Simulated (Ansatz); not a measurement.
# Hf2TaN2: the cost of one run

Program: Ansatz 0.2.0. Level of theory: DFT PBE, scalar-relativistic, plane waves, PAW. These are calculated values, not measurements.

## Step 1: The structure to begin with

Symmetry: I4/mmm, No. 139, tetragonal system. The conventional cell has a = 4.009 Å, b = 4.009 Å, c = 9.967 Å, α = 90.00°, β = 90.00°, γ = 90.00°. Around Hf (site symmetry -4m2) lie 4 N at 2.40 Å. Ta (site symmetry 4/mmm) is surrounded by 8 N at 3.07 Å and 8 Hf at 3.20 Å. N (site symmetry 4mm) has 1 N at 2.34 Å and 4 Hf at 2.40 Å and 4 Ta at 3.07 Å as nearest neighbours.

Structure file:

```xyz
5
Lattice="-2.0043 2.0043 4.9833 2.0043 -2.0043 4.9833 2.0043 2.0043 -4.9833" Properties=species:S:1:pos:R:3 pbc="T T T"
Hf    2.0043    0.0000    2.4916
Hf    0.0000    2.0043    2.4916
Ta    0.0000    0.0000    0.0000
N     0.0000    0.0000    3.8131
N     0.0000    0.0000    6.1534
```

The cell is invented: species swapped into a database cell of CaZn2Ge2 (I4/mmm, No. 139), with Ta on the Ca sites, Hf on the Zn sites and N on the Ge sites. Its size is a rough estimate.

## Step 2: A first look at the guess

input.yaml

```yaml
crystal:
  lattice:
    - [-2.00433228, 2.00433228, 4.98325009]
    - [2.00433228, -2.00433228, 4.98325009]
    - [2.00433228, 2.00433228, -4.98325009]
  atoms:
    - { symbol: Hf, position: [0.25, 0.75, 0.5] }
    - { symbol: Hf, position: [0.75, 0.25, 0.5] }
    - { symbol: Ta, position: [0.0, 0.0, 0.0] }
    - { symbol: "N", position: [0.38259372, 0.38259372, 0.0] }
    - { symbol: "N", position: [0.61740628, 0.61740628, 0.0] }
basis:
  ecutwfc: 420
kpoints:
  mp_grid: { grid: [6, 6, 6] }
hamiltonian:
  xc: pbe
scf:
  occupations: { method: gaussian, width: 0.1 }
  lower_state_search: "off"
output:
  forces: true
  stress: true
  eigenvalues: true
```

Launch:

```
$ ansatz run input.yaml --threads 1 --pin off --max-ram 2560MiB --backend cpu --events-out ev --progress --plain --runs-dir out
```

Q: Estimate wall time and peak memory on 1 thread of Intel Xeon at 2.50GHz (Skylake/Cascade Lake), shared host.

About 13 s, with a peak of 0.43 GiB.
